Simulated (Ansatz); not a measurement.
# AlN: a point defect seen from the nuclei (As on an N site), part 2 of 3

Wanted: the field gradients around As on an N site in AlN, cell charge 0, before and after the neighbours move. The cell is a supercell built from an entry of the Crystallography Open Database (COD; perhaps a calculated or model structure). Planned: a single point, then a relaxation, then a check of dr2_threshold with symmetry.

Ansatz 0.2.0; DFT, PBE, plane-wave PAW, default files, scalar-relativistic, as far as a step names no other. Earlier steps stand in the parts before.

## Step 3: Ions relaxed

A COD entry behind a cell of this session may itself be a prediction, so a difference from it is no test against experiment.

input.yaml: that of step 2 with these lines changed.

```diff
@@ -74 +74,4 @@
     contact_densities: true
+relax:
+  f_tol: 0.03
+  max_steps: 40
```

Launch:

```console
> ansatz run input.yaml --threads 1 --pin off --max-ram 3072MiB --backend cpu --events-out ev --progress --plain --runs-dir out
```

Standard output:

```text
Warning: output.stress: scf.convergence.dr2_threshold = 1e-7 eV (the SCF's general default) is looser than the 5.4e-9 eV advised for a printed stress (1e-10 eV for each atom of the cell: 54). What an SCF threshold leaves in a stress goes as its square root, and in the free energy as the threshold itself, and one threshold admits the most on a small cell: of the crystals measured, under no hybrid functional and no lock of the moments, on runs that ended without the residual-converged pass, on stresses that held no estimate of that error, the worst erred by over 100 MPa in a component at 1e-7 eV an atom and by under 5 at 1e-10. Every solve of this run answers to scf.convergence.dr2_threshold, and the tensor of one is reported: a single SCF on the reported geometry and on this run's grids (its basis.xc_grid and basis.ecutrho_ratio typed), with scf.convergence.dr2_threshold at 5.4e-9 eV or tighter, prints it and tightens no other solve. Else set scf.convergence.dr2_threshold to 5.4e-9 eV or tighter. The threshold is an SCF's pass mark: one that does not reach it within its budget of iterations ends unconverged, or closes short of it on a stop that the run arms, and scf.convergence.dr2_threshold's page says what that costs each kind of run
Warning: RAYON_NUM_THREADS=1 ignored (pool sized by the plan → 1); use --threads N
[... 10 set-up lines as earlier in the session ...]
Crystal: 54 atoms, lattice volume = 412.222 Å³
Basis set: ecut = 420 eV, 7991 PW (Γ), exchange–correlation on 120×120×120 points (8 copies of the dense FFT grid, shifted against one another)
Bands: 167, of which v1, the nominal top of the filled ones, is band 113 counted from 1 (112 counted from 0)
[... 2 set-up lines as earlier in the session ...]
k-points: 4 of 27
[... 10 set-up lines as earlier in the session ...]
SCF iter   1: F=—  HF=-29398.618996 eV  |F-HF|=—  |Δ(HF+E_count)|=         —  Δρ=1.05e-2  dr2=1.87e0  ethr=1.77e-3  ⟨swp⟩=10.5  Hψ=4382  notcnv=0  defer=56
preconditioner: auto → Resta (q_TF=auto, 2.468 Å⁻¹)  ε∞=4.0  [insulator: Δε(μ)=4.256 eV  Ē_g=15.442 eV  σ=0.010 eV  W_gap=1.00  n_scr=112 (ndim 8)  ℏωp=26.9 eV  f_vac=0.000  D(μ)=0.00/eV (n_scr^D=0)  ε∞_Penn≈4.0]
SCF iter   2: F=—  HF=-29398.096248 eV  |F-HF|=—  |Δ(HF+E_count)|=   5.23e-1  Δρ=5.46e-3  dr2=4.34e-1  ethr=8.27e-4  ⟨swp⟩=3.0  Hψ=1150  notcnv=0  defer=169
SCF iter   3: F=—  HF=-29397.928222 eV  |F-HF|=—  |Δ(HF+E_count)|=   1.68e-1  Δρ=1.85e-3  dr2=2.26e-2  ethr=1.92e-4  ⟨swp⟩=4.0  Hψ=1001  notcnv=0  defer=187
SCF iter   4: F=—  HF=-29397.916324 eV  |F-HF|=—  |Δ(HF+E_count)|=   1.19e-2  Δρ=8.79e-4  dr2=2.27e-3  ethr=1.00e-5  ⟨swp⟩=4.5  Hψ=1310  notcnv=0  defer=186
SCF iter   5: F=—  HF=-29397.916847 eV  |F-HF|=—  |Δ(HF+E_count)|=   5.23e-4  Δρ=1.90e-4  dr2=1.29e-4  ethr=1.00e-6  ⟨swp⟩=2.0  Hψ=1006  notcnv=0  defer=186
SCF iter   6: F=-29397.916806 eV  HF=-29397.916811 eV  |F-HF|=5.51e-6  |Δ(HF+E_count)|=   3.58e-5  Δρ=5.02e-5  dr2=9.10e-6  ethr=9.96e-9  ⟨swp⟩=3.0  Hψ=2160  notcnv=0
SCF 1 converged in 6 iterations: F = -29397.916806 eV  dr2 = 9.10e-6
relax step   1: F+E_penalty+E_count = -29397.91680569 eV  Δ(F+E_penalty+E_count) = +0.000e0 eV  max|allowed force component| = 8.396e0 eV/Å  Δτ_max = 0.0000 Å  (6 SCF iters, dr2 threshold 2.25e-5 eV, accepted)
Initial density: handed on by an earlier stage of this run
Initial wavefunctions: those handed on with the density
iter 1 solved again at ethr=1.44e-4 eV; its pass at ethr=3.10e-3 eV (dr2=3.25e-1 eV) is discarded
SCF iter   1: F=—  HF=-29401.952035 eV  |F-HF|=—  |Δ(HF+E_count)|=         —  Δρ=9.78e-3  dr2=3.27e-1  ethr=1.44e-4  ⟨swp⟩=2.0  Hψ=3295  notcnv=0  defer=179
preconditioner: auto → Resta (q_TF=auto, 2.468 Å⁻¹)  ε∞=4.0  [insulator: Δε(μ)=3.952 eV  Ē_g=15.429 eV  σ=0.010 eV  W_gap=1.00  n_scr=112 (ndim 8)  ℏωp=26.9 eV  f_vac=0.000  D(μ)=0.00/eV (n_scr^D=0)  ε∞_Penn≈4.0]
SCF iter   2: F=—  HF=-29401.877660 eV  |F-HF|=—  |Δ(HF+E_count)|=   7.44e-2  Δρ=5.05e-3  dr2=8.14e-2  ethr=1.44e-4  ⟨swp⟩=2.0  Hψ=952  notcnv=0  defer=179
SCF iter   3: F=—  HF=-29401.859794 eV  |F-HF|=—  |Δ(HF+E_count)|=   1.79e-2  Δρ=1.34e-3  dr2=6.49e-3  ethr=3.60e-5  ⟨swp⟩=3.0  Hψ=968  notcnv=0  defer=190
SCF iter   4: F=—  HF=-29401.857326 eV  |F-HF|=—  |Δ(HF+E_count)|=   2.47e-3  Δρ=3.26e-4  dr2=6.04e-4  ethr=2.87e-6  ⟨swp⟩=2.0  Hψ=1143  notcnv=0  defer=192
SCF iter   5: F=—  HF=-29401.857108 eV  |F-HF|=—  |Δ(HF+E_count)|=   2.18e-4  Δρ=8.98e-5  dr2=3.35e-5  ethr=2.67e-7  ⟨swp⟩=2.0  Hψ=945  notcnv=0  defer=192
SCF iter   6: F=-29401.857093 eV  HF=-29401.857094 eV  |F-HF|=1.12e-6  |Δ(HF+E_count)|=   1.40e-5  Δρ=3.35e-5  dr2=3.14e-6  ethr=1.48e-8  ⟨swp⟩=4.0  Hψ=1748  notcnv=0
SCF 2 converged in 6 iterations: F = -29401.857093 eV  dr2 = 3.14e-6
relax step   2: F+E_penalty+E_count = -29401.85709331 eV  Δ(F+E_penalty+E_count) = -3.940e0 eV  max|allowed force component| = 1.208e0 eV/Å  Δτ_max = 0.1424 Å  (6 SCF iters, dr2 threshold 1.00e-4 eV, accepted)
SCF iter   1: F=—  HF=-29402.194758 eV  |F-HF|=—  |Δ(HF+E_count)|=         —  Δρ=3.57e-3  dr2=8.55e-2  ethr=9.50e-5  ⟨swp⟩=5.0  Hψ=1370  notcnv=0  defer=192
preconditioner: auto → Resta (q_TF=auto, 2.468 Å⁻¹)  ε∞=4.0  [insulator: Δε(μ)=4.002 eV  Ē_g=15.431 eV  σ=0.010 eV  W_gap=1.00  n_scr=112 (ndim 8)  ℏωp=26.9 eV  f_vac=0.000  D(μ)=0.00/eV (n_scr^D=0)  ε∞_Penn≈4.0]
SCF iter   2: F=—  HF=-29402.171799 eV  |F-HF|=—  |Δ(HF+E_count)|=   2.30e-2  Δρ=1.53e-3  dr2=1.56e-2  ethr=3.78e-5  ⟨swp⟩=2.5  Hψ=848  notcnv=0  defer=192
SCF iter   3: F=—  HF=-29402.166649 eV  |F-HF|=—  |Δ(HF+E_count)|=   5.15e-3  Δρ=3.18e-4  dr2=3.23e-4  ethr=6.92e-6  ⟨swp⟩=3.0  Hψ=848  notcnv=0  defer=192
SCF iter   4: F=—  HF=-29402.166566 eV  |F-HF|=—  |Δ(HF+E_count)|=   8.30e-5  Δρ=1.14e-4  dr2=5.20e-5  ethr=4.04e-8  ⟨swp⟩=3.0  Hψ=2099  notcnv=0
SCF iter   5: F=-29402.166550 eV  HF=-29402.166553 eV  |F-HF|=3.06e-6  |Δ(HF+E_count)|=   1.24e-5  Δρ=1.82e-5  dr2=2.03e-6  ethr=2.30e-8  ⟨swp⟩=3.0  Hψ=1588  notcnv=0
SCF 3 converged in 5 iterations: F = -29402.166550 eV  dr2 = 2.03e-6
relax step   3: F+E_penalty+E_count = -29402.16655011 eV  Δ(F+E_penalty+E_count) = -3.095e-1 eV  max|allowed force component| = 7.986e-1 eV/Å  Δτ_max = 0.0217 Å  (5 SCF iters, dr2 threshold 9.12e-5 eV, accepted)
SCF iter   1: F=—  HF=-29402.236577 eV  |F-HF|=—  |Δ(HF+E_count)|=         —  Δρ=2.05e-3  dr2=2.42e-2  ethr=1.35e-4  ⟨swp⟩=4.2  Hψ=1384  notcnv=0  defer=192
preconditioner: auto → Resta (q_TF=auto, 2.468 Å⁻¹)  ε∞=4.0  [insulator: Δε(μ)=3.987 eV  Ē_g=15.437 eV  σ=0.010 eV  W_gap=1.00  n_scr=112 (ndim 8)  ℏωp=26.9 eV  f_vac=0.000  D(μ)=0.00/eV (n_scr^D=0)  ε∞_Penn≈4.0]
SCF iter   2: F=—  HF=-29402.230636 eV  |F-HF|=—  |Δ(HF+E_count)|=   5.94e-3  Δρ=8.87e-4  dr2=4.03e-3  ethr=1.07e-5  ⟨swp⟩=3.0  Hψ=937  notcnv=0  defer=192
SCF iter   3: F=—  HF=-29402.229358 eV  |F-HF|=—  |Δ(HF+E_count)|=   1.28e-3  Δρ=1.67e-4  dr2=8.08e-5  ethr=1.78e-6  ⟨swp⟩=2.2  Hψ=825  notcnv=0  defer=192
SCF iter   4: F=-29402.229341 eV  HF=-29402.229342 eV  |F-HF|=1.32e-6  |Δ(HF+E_count)|=   1.63e-5  Δρ=5.92e-5  dr2=7.84e-6  ethr=1.76e-8  ⟨swp⟩=4.0  Hψ=1875  notcnv=0
SCF 4 converged in 4 iterations: F = -29402.229341 eV  dr2 = 7.84e-6
relax step   4: F+E_penalty+E_count = -29402.22934054 eV  Δ(F+E_penalty+E_count) = -6.279e-2 eV  max|allowed force component| = 8.831e-2 eV/Å  Δτ_max = 0.0161 Å  (4 SCF iters, dr2 threshold 3.99e-5 eV, accepted)
SCF iter   1: F=—  HF=-29402.229706 eV  |F-HF|=—  |Δ(HF+E_count)|=         —  Δρ=3.16e-4  dr2=8.54e-4  ethr=2.07e-6  ⟨swp⟩=3.5  Hψ=1280  notcnv=0  defer=192
preconditioner: auto → Resta (q_TF=auto, 2.468 Å⁻¹)  ε∞=4.0  [insulator: Δε(μ)=3.985 eV  Ē_g=15.435 eV  σ=0.010 eV  W_gap=1.00  n_scr=112 (ndim 8)  ℏωp=26.9 eV  f_vac=0.000  D(μ)=0.00/eV (n_scr^D=0)  ε∞_Penn≈4.0]
SCF iter   2: F=—  HF=-29402.229477 eV  |F-HF|=—  |Δ(HF+E_count)|=   2.28e-4  Δρ=1.28e-4  dr2=1.20e-4  ethr=3.78e-7  ⟨swp⟩=2.0  Hψ=791  notcnv=0  defer=192
SCF iter   3: F=—  HF=-29402.229426 eV  |F-HF|=—  |Δ(HF+E_count)|=   5.16e-5  Δρ=1.93e-5  dr2=1.04e-6  ethr=5.30e-8  ⟨swp⟩=2.0  Hψ=788  notcnv=0  defer=192
SCF iter   4: F=—  HF=-29402.230421 eV  |F-HF|=—  |Δ(HF+E_count)|=   9.96e-4  Δρ=7.54e-6  dr2=1.69e-7  ethr=4.42e-11  ⟨swp⟩=5.0  Hψ=2232  notcnv=0
SCF iter   5: F=-29402.230421 eV  HF=-29402.230421 eV  |F-HF|=1.77e-8  |Δ(HF+E_count)|=   5.77e-9  Δρ=3.06e-6  dr2=2.85e-8  ethr=4.42e-11  ⟨swp⟩=4.0  Hψ=1832  notcnv=0
SCF 5 converged in 5 iterations: F = -29402.230421 eV  dr2 = 2.85e-8
relax step   5: F+E_penalty+E_count = -29402.23042130 eV  Δ(F+E_penalty+E_count) = -1.081e-3 eV  max|allowed force component| = 6.834e-3 eV/Å  Δτ_max = 0.0024 Å  (5 SCF iters, accepted)
NSCF: frozen V_eff on 4 k-points
the band table was solved once a step of the walk had ended and its energy, with any forces and stress, was formed, with the checks that follow a solve (3956 applications of the Hamiltonian). They found nothing against the state; the energy, forces and stress were not computed again (output.eigenvalues in the input reference)
SCF converged after 5 iterations
Free energy (F): -29402.230421 eV
Harris-Foulkes:  -29402.230421 eV  (|F-HF|=1.77e-8)
Internal energy: -29402.230421 eV  (E = F + TS)
E sigma→0 (E₀):  -29402.230421 eV
Fermi energy:    15.905922 eV
--- Per-component energies (eV) ---
[... 14 lines left out ...]
--- Forces (eV/Å), atoms counted from 1 ---
  atom   1  Al     0.00454407     0.00454407     0.00454407
  atom   2  Al     0.00000000    -0.00000000    -0.00195886
  atom   3  Al    -0.00454407    -0.00454407     0.00454407
  atom   4  Al     0.00000000    -0.00195886     0.00000000
  atom   5  Al     0.00195886    -0.00000000     0.00000000
  atom   6  Al     0.00592157    -0.00592157     0.00000000
[... 48 lines left out ...]
  max |Σ_I F_I| component: 1.47e-17 eV/Å
--- Stress (GPa, compression-positive) ---
       44.094375      -0.000000      -0.000000
       -0.000000      44.094375       0.000000
       -0.000000       0.000000      44.094375
  P = ⅓ Tr σ = 44.0944 GPa (440.944 kbar)
--- PAW observables at the nuclei: V_zz in 10²¹ V/m², potentials from the cell's mean, atoms counted from 1 ---
  atom   1  Al V_zz =    +0.016146   η = 0.0000   by run symmetry: allowed   C_q = +0.0572 MHz
            electrostatic potential = -1236.311639 V   contact ρ = 10079.016490 e/Å³
  atom   2  Al V_zz =    -3.452604   η = 0.0000   by run symmetry: allowed   C_q = -12.2387 MHz
            electrostatic potential = -1236.791351 V   contact ρ = 10080.016502 e/Å³
  atom   3  Al V_zz =    +0.016146   η = 0.0000   by run symmetry: allowed   C_q = +0.0572 MHz
            electrostatic potential = -1236.311639 V   contact ρ = 10079.016490 e/Å³
  atom   4  Al V_zz =    -3.452604   η = 0.0000   by run symmetry: allowed   C_q = -12.2387 MHz
            electrostatic potential = -1236.791351 V   contact ρ = 10080.016502 e/Å³
  atom   5  Al V_zz =    -3.452604   η = 0.0000   by run symmetry: allowed   C_q = -12.2387 MHz
            electrostatic potential = -1236.791351 V   contact ρ = 10080.016502 e/Å³
  atom   6  Al V_zz =    -0.194656   η = 0.1499   by run symmetry: allowed   C_q = -0.6900 MHz
            electrostatic potential = -1236.367151 V   contact ρ = 10079.078513 e/Å³
  atom   7  Al V_zz =    +0.016146   η = 0.0000   by run symmetry: allowed   C_q = +0.0572 MHz
            electrostatic potential = -1236.311639 V   contact ρ = 10079.016490 e/Å³
  atom   8  Al V_zz =    -0.194656   η = 0.1499   by run symmetry: allowed   C_q = -0.6900 MHz
            electrostatic potential = -1236.367151 V   contact ρ = 10079.078513 e/Å³
  atom   9  Al V_zz =    -0.194656   η = 0.1499   by run symmetry: allowed   C_q = -0.6900 MHz
            electrostatic potential = -1236.367151 V   contact ρ = 10079.078513 e/Å³
  atom  10  Al V_zz =    -3.452604   η = 0.0000   by run symmetry: allowed   C_q = -12.2387 MHz
            electrostatic potential = -1236.791351 V   contact ρ = 10080.016502 e/Å³
  atom  11  Al V_zz =    -3.452604   η = 0.0000   by run symmetry: allowed   C_q = -12.2387 MHz
            electrostatic potential = -1236.791351 V   contact ρ = 10080.016502 e/Å³
  atom  12  Al V_zz =    -0.194656   η = 0.1499   by run symmetry: allowed   C_q = -0.6900 MHz
            electrostatic potential = -1236.367151 V   contact ρ = 10079.078513 e/Å³
  atom  13  Al V_zz =    -3.452604   η = 0.0000   by run symmetry: allowed   C_q = -12.2387 MHz
            electrostatic potential = -1236.791351 V   contact ρ = 10080.016502 e/Å³
  atom  14  Al V_zz =    +0.016146   η = 0.0000   by run symmetry: allowed   C_q = +0.0572 MHz
            electrostatic potential = -1236.311639 V   contact ρ = 10079.016490 e/Å³
  atom  15  Al V_zz =    +0.016146   η = 0.0000   by run symmetry: allowed   C_q = +0.0572 MHz
            electrostatic potential = -1236.311639 V   contact ρ = 10079.016490 e/Å³
  atom  16  Al V_zz =    -0.194656   η = 0.1499   by run symmetry: allowed   C_q = -0.6900 MHz
            electrostatic potential = -1236.367151 V   contact ρ = 10079.078513 e/Å³
  atom  17  Al V_zz =    +0.016146   η = 0.0000   by run symmetry: allowed   C_q = +0.0572 MHz
            electrostatic potential = -1236.311639 V   contact ρ = 10079.016490 e/Å³
  atom  18  Al V_zz =    -0.194656   η = 0.1499   by run symmetry: allowed   C_q = -0.6900 MHz
            electrostatic potential = -1236.367151 V   contact ρ = 10079.078513 e/Å³
  atom  19  Al V_zz =    +0.016146   η = 0.0000   by run symmetry: allowed   C_q = +0.0572 MHz
            electrostatic potential = -1236.311639 V   contact ρ = 10079.016490 e/Å³
  atom  20  Al V_zz =    -0.194656   η = 0.1499   by run symmetry: allowed   C_q = -0.6900 MHz
            electrostatic potential = -1236.367151 V   contact ρ = 10079.078513 e/Å³
  atom  21  Al V_zz =    -0.194656   η = 0.1499   by run symmetry: allowed   C_q = -0.6900 MHz
            electrostatic potential = -1236.367151 V   contact ρ = 10079.078513 e/Å³
  atom  22  Al V_zz =    -0.194656   η = 0.1499   by run symmetry: allowed   C_q = -0.6900 MHz
            electrostatic potential = -1236.367151 V   contact ρ = 10079.078513 e/Å³
  atom  23  Al V_zz =    +0.016146   η = 0.0000   by run symmetry: allowed   C_q = +0.0572 MHz
            electrostatic potential = -1236.311639 V   contact ρ = 10079.016490 e/Å³
  atom  24  Al V_zz =    -0.194656   η = 0.1499   by run symmetry: allowed   C_q = -0.6900 MHz
            electrostatic potential = -1236.367151 V   contact ρ = 10079.078513 e/Å³
  atom  25  Al V_zz =    -0.194656   η = 0.1499   by run symmetry: allowed   C_q = -0.6900 MHz
            electrostatic potential = -1236.367151 V   contact ρ = 10079.078513 e/Å³
  atom  26  Al V_zz =    -0.194656   η = 0.1499   by run symmetry: allowed   C_q = -0.6900 MHz
            electrostatic potential = -1236.367151 V   contact ρ = 10079.078513 e/Å³
  atom  27  Al V_zz =    +0.000000   η = 0.0000   by run symmetry: forbidden   C_q = +0.0000 MHz
            electrostatic potential = -1236.467841 V   contact ρ = 10078.791146 e/Å³
  atom  28  As V_zz =    -0.000000   η = 0.0000   by run symmetry: forbidden   C_q = -0.0000 MHz
            electrostatic potential = -4523.765497 V   contact ρ = 235482.455971 e/Å³
  atom  29  N  V_zz =    -1.655470   η = 0.5811   by run symmetry: allowed   C_q = -0.8182 MHz
            electrostatic potential = -522.502858 V   contact ρ = 1412.199515 e/Å³
  atom  30  N  V_zz =    -1.655470   η = 0.5811   by run symmetry: allowed   C_q = -0.8182 MHz
            electrostatic potential = -522.502858 V   contact ρ = 1412.199515 e/Å³
  atom  31  N  V_zz =    -1.655470   η = 0.5811   by run symmetry: allowed   C_q = -0.8182 MHz
            electrostatic potential = -522.502858 V   contact ρ = 1412.199515 e/Å³
  atom  32  N  V_zz =    +0.165043   η = 0.0000   by run symmetry: allowed   C_q = +0.0816 MHz
            electrostatic potential = -522.394341 V   contact ρ = 1412.108044 e/Å³
  atom  33  N  V_zz =    -1.655470   η = 0.5811   by run symmetry: allowed   C_q = -0.8182 MHz
            electrostatic potential = -522.502858 V   contact ρ = 1412.199515 e/Å³
  atom  34  N  V_zz =    -1.655470   η = 0.5811   by run symmetry: allowed   C_q = -0.8182 MHz
            electrostatic potential = -522.502858 V   contact ρ = 1412.199515 e/Å³
  atom  35  N  V_zz =    -1.655470   η = 0.5811   by run symmetry: allowed   C_q = -0.8182 MHz
            electrostatic potential = -522.502858 V   contact ρ = 1412.199515 e/Å³
  atom  36  N  V_zz =    +0.165043   η = 0.0000   by run symmetry: allowed   C_q = +0.0816 MHz
            electrostatic potential = -522.394341 V   contact ρ = 1412.108044 e/Å³
  atom  37  N  V_zz =    -1.655470   η = 0.5811   by run symmetry: allowed   C_q = -0.8182 MHz
            electrostatic potential = -522.502858 V   contact ρ = 1412.199515 e/Å³
  atom  38  N  V_zz =    +0.165043   η = 0.0000   by run symmetry: allowed   C_q = +0.0816 MHz
            electrostatic potential = -522.394341 V   contact ρ = 1412.108044 e/Å³
  atom  39  N  V_zz =    -1.655470   η = 0.5811   by run symmetry: allowed   C_q = -0.8182 MHz
            electrostatic potential = -522.502858 V   contact ρ = 1412.199515 e/Å³
  atom  40  N  V_zz =    +0.165043   η = 0.0000   by run symmetry: allowed   C_q = +0.0816 MHz
            electrostatic potential = -522.394341 V   contact ρ = 1412.108044 e/Å³
  atom  41  N  V_zz =    +0.165043   η = 0.0000   by run symmetry: allowed   C_q = +0.0816 MHz
            electrostatic potential = -522.394341 V   contact ρ = 1412.108044 e/Å³
  atom  42  N  V_zz =    -0.498669   η = 0.0000   by run symmetry: allowed   C_q = -0.2465 MHz
            electrostatic potential = -522.194970 V   contact ρ = 1412.061769 e/Å³
  atom  43  N  V_zz =    -1.655470   η = 0.5811   by run symmetry: allowed   C_q = -0.8182 MHz
            electrostatic potential = -522.502858 V   contact ρ = 1412.199515 e/Å³
  atom  44  N  V_zz =    -0.498669   η = 0.0000   by run symmetry: allowed   C_q = -0.2465 MHz
            electrostatic potential = -522.194970 V   contact ρ = 1412.061769 e/Å³
  atom  45  N  V_zz =    -0.498669   η = 0.0000   by run symmetry: allowed   C_q = -0.2465 MHz
            electrostatic potential = -522.194970 V   contact ρ = 1412.061769 e/Å³
  atom  46  N  V_zz =    -1.655470   η = 0.5811   by run symmetry: allowed   C_q = -0.8182 MHz
            electrostatic potential = -522.502858 V   contact ρ = 1412.199515 e/Å³
  atom  47  N  V_zz =    -1.655470   η = 0.5811   by run symmetry: allowed   C_q = -0.8182 MHz
            electrostatic potential = -522.502858 V   contact ρ = 1412.199515 e/Å³
  atom  48  N  V_zz =    +0.165043   η = 0.0000   by run symmetry: allowed   C_q = +0.0816 MHz
            electrostatic potential = -522.394341 V   contact ρ = 1412.108044 e/Å³
  atom  49  N  V_zz =    -1.655470   η = 0.5811   by run symmetry: allowed   C_q = -0.8182 MHz
            electrostatic potential = -522.502858 V   contact ρ = 1412.199515 e/Å³
  atom  50  N  V_zz =    -0.498669   η = 0.0000   by run symmetry: allowed   C_q = -0.2465 MHz
            electrostatic potential = -522.194970 V   contact ρ = 1412.061769 e/Å³
  atom  51  N  V_zz =    -0.498669   η = 0.0000   by run symmetry: allowed   C_q = -0.2465 MHz
            electrostatic potential = -522.194970 V   contact ρ = 1412.061769 e/Å³
  atom  52  N  V_zz =    +0.165043   η = 0.0000   by run symmetry: allowed   C_q = +0.0816 MHz
            electrostatic potential = -522.394341 V   contact ρ = 1412.108044 e/Å³
  atom  53  N  V_zz =    -0.498669   η = 0.0000   by run symmetry: allowed   C_q = -0.2465 MHz
            electrostatic potential = -522.194970 V   contact ρ = 1412.061769 e/Å³
  atom  54  N  V_zz =    +0.165043   η = 0.0000   by run symmetry: allowed   C_q = +0.0816 MHz
            electrostatic potential = -522.394341 V   contact ρ = 1412.108044 e/Å³
--- Band table (eV) ---
[... 4 lines left out ...]
--- Relaxed structure (5 steps of the walk, 5 accepted, 0 SCFs on fresh bases) ---
  F+E_penalty+E_count = -29402.23042130 eV   max|allowed force component| = 6.834e-3 eV/Å
  atoms:
[... 54 lines left out ...]
--- Löwdin populations: 54 sites ---
  site symbol       q [e]
[... 54 lines left out ...]
  spilling = 0.009807 (of n_electrons = 226.000000)
```

Wall time 2.3 min (1 thread of Arm Neoverse V1, shared host); peak memory 0.96 GiB.

Step by step:

```csv
step,energy change (eV),largest force component (eV/Å)
1,0.0000,8.396
2,-3.9403,1.208
3,-4.2497,0.799
4,-4.3125,0.088
5,-4.3136,0.007
```

Atom 5 and its like (Al) moved farthest, 0.174 Å; the mean move was 0.038 Å.

State: gap on the mesh 3.99 eV, largest force 0.008 eV/Å, pressure 44.1 GPa.

Against step 2 (V_zz in 10²¹ V/m²):

```csv
site,atoms,"V_zz, PBE","V_zz, PBE relaxed","η, PBE","η, PBE relaxed"
As,28,0.00,0.00,–,–
Al2,"2, 4, 5, …",-2.46,-3.45,0.00,0.00
N29,"29, 30, 31, …",-0.22,-1.66,0.07,0.58
Al1,"1, 3, 7, …",-0.044,0.016,0.00,0.00
N42,"42, 44, 45, …",-0.010,-0.50,0.00,0.00
Al6,"6, 8, 9, …",-0.055,-0.19,0.18,0.15
N32,"32, 36, 38, …",-0.012,0.17,0.00,0.00
Al27,27,0.00,0.00,–,–
```

Site by site (atoms counted from 1):

```
site              atoms  distance from the defect (Å)  V_zz (10²¹ V/m²)     η      C_Q (MHz)
  As                 28                          0.00              0.00     –       0 (⁷⁵As)
 Al2     2, 4, 5, 10, …                          2.14             -3.45  0.00   -12.2 (²⁷Al)
 N29  29, 30, 31, 33, …                          2.82             -1.66  0.58   -0.818 (¹⁴N)
 Al1     1, 3, 7, 14, …                          3.41             0.016  0.00   0.057 (²⁷Al)
 N42  42, 44, 45, 50, …                          3.98             -0.50  0.00   -0.246 (¹⁴N)
 Al6     6, 8, 9, 12, …                          4.40             -0.19  0.15  -0.690 (²⁷Al)
 N32  32, 36, 38, 40, …                          4.82              0.17  0.00    0.082 (¹⁴N)
Al27                 27                          5.91              0.00     –       0 (²⁷Al)
```

Direction of the V_zz axis (Cartesian unit vector):

```csv
site,atom,x,y,z
Al2,2,0.00,0.00,1.00
Al6,6,0.71,-0.71,0.00
N29,29,0.71,0.71,0.00
N32,32,0.58,-0.58,-0.58
N42,42,0.00,0.00,1.00
```

The sizes of the gradients above 0.15 moved by over a factor of two in the median, over a factor of two at the site that moves most (small gradients counted from 0.15; N29, -0.22 to -1.66).

(Part 2 of 3 ends here.)
